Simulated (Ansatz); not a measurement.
# GeNH₂ (quartet): the correlation ladder, cc-pVTZ

An exercise on one series of results from a longer session: the logs are not shown, and one member is left open.

Program: Ansatz 0.2.0, Gaussian basis. Level of theory: cc-pVTZ, core rule «outside noble gas», up to 15 orbitals frozen. These are calculated values, not measurements.

Plan: UHF; CCSD(T) on ROHF; CCSD(T) on UHF; BCCD(T) on ROHF; CCSDT(Q) on ROHF; CCSDT(Q) on UHF; CASSCF and MRCISD+Q, 11 electrons in 10 orbitals; CASSCF and NEVPT2, 11 electrons in 10 orbitals.

3 further runs of the same task are left out: 3 set aside as unsound or not needed.

## The system

The geometry is a PBE0/def2-TZVP stationary point (not a proven minimum). No spin-orbit coupling is included. The filled d shell of Ge may be among the frozen orbitals whatever the setting's name suggests; the logs give the count.

4 atoms, charge 0, spin multiplicity 4.

Atoms are counted from 1 here; the program's logs count them from 0.

Bond lengths: Ge1–N2 2.315 Å, N2–H3 1.021 Å, N2–H4 1.021 Å. Angles: Ge1–N2–H3 125.6°, Ge1–N2–H4 125.6°, H3–N2–H4 108.9°.

Geometry (Å):

```xyz
4
GeH2N
Ge    0.0000    0.0000    0.4319
N     0.0000    0.0000   -1.8834
H     0.0000    0.8309   -2.4773
H     0.0000   -0.8309   -2.4773
```

Set-up of the first run:

Contents of in.yaml:

```yaml
crystal:
  periodic: [false, false, false]
  atoms:
    - {symbol: Ge, position_ang: [0.000000, 0.000000, 0.431903]}
    - {symbol: N, position_ang: [0.000000, 0.000000, -1.883353]}
    - {symbol: H, position_ang: [0.000000, 0.830871, -2.477269]}
    - {symbol: H, position_ang: [0.000000, -0.830871, -2.477269]}
basis:
  gaussian: {orbitals: cc-pVTZ}
magnetization: {spin_polarized: true, initial_magnetization: 3}
hamiltonian: {xc: hf}
output: {orbitals: {seedname: orbitals}}
```

On the command line:

```console
$ ansatz run in.yaml --threads 1 --pin off --events-out ev --progress --plain --max-ram 4096MiB --backend cpu
```

Steps of the session up to this table: UHF; CCSD(T) on ROHF; CCSD(T) on UHF; BCCD(T) on ROHF; CCSDT(Q) on ROHF; CCSDT(Q) on UHF; CASSCF and MRCISD+Q, 11 electrons in 10 orbitals; CASSCF and NEVPT2, 11 electrons in 10 orbitals.

One table of the session follows, with a row left open; its other results are not shown here.

It belongs to the step «Misses and costs». 

| method | from UCCSDT(Q) (kcal/mol) |
| --- | --- |
| ROHF | +183.01 |
| UHF | +176.87 |
| RMP2 | +25.03 |
| UMP2 | +25.77 |
| RCCSD | +6.82 |
| UCCSD | +6.48 |
| RCCSD(T) | +1.11 |
| UCCSD(T) | +0.90 |
| BCCD(T) | +1.11 |
| RCCSDT | +0.47 |
| UCCSDT | +0.22 |
| RCCSDT(Q) | +0.24 |
| UCCSDT(Q) | 0 |
| CASSCF valence | +135.94 |
| NEVPT2 valence | +31.13 |
| MRCISD valence | ? |
| MRCISD+Q valence | +2.20 |

**Question.** Estimate the row for MRCISD valence.

As computed: from UCCSDT(Q) (kcal/mol): +12.20. In the column «from UCCSDT(Q) (kcal/mol)» it lies between RCCSD (+6.82) and RMP2 (+25.03).

With the free atoms at the same levels and basis (separate runs), the atomisation energy is 8.140 eV at UCCSDT(Q), 8.131 eV at RCCSD(T), 8.125 eV at UCCSD(T), 5.345 eV at ROHF.

To keep in mind: Restricted and unrestricted rows rest on different reference determinants; where their highest levels disagree by more than a few hundredths of an eV, they describe different states and don't form one ladder.
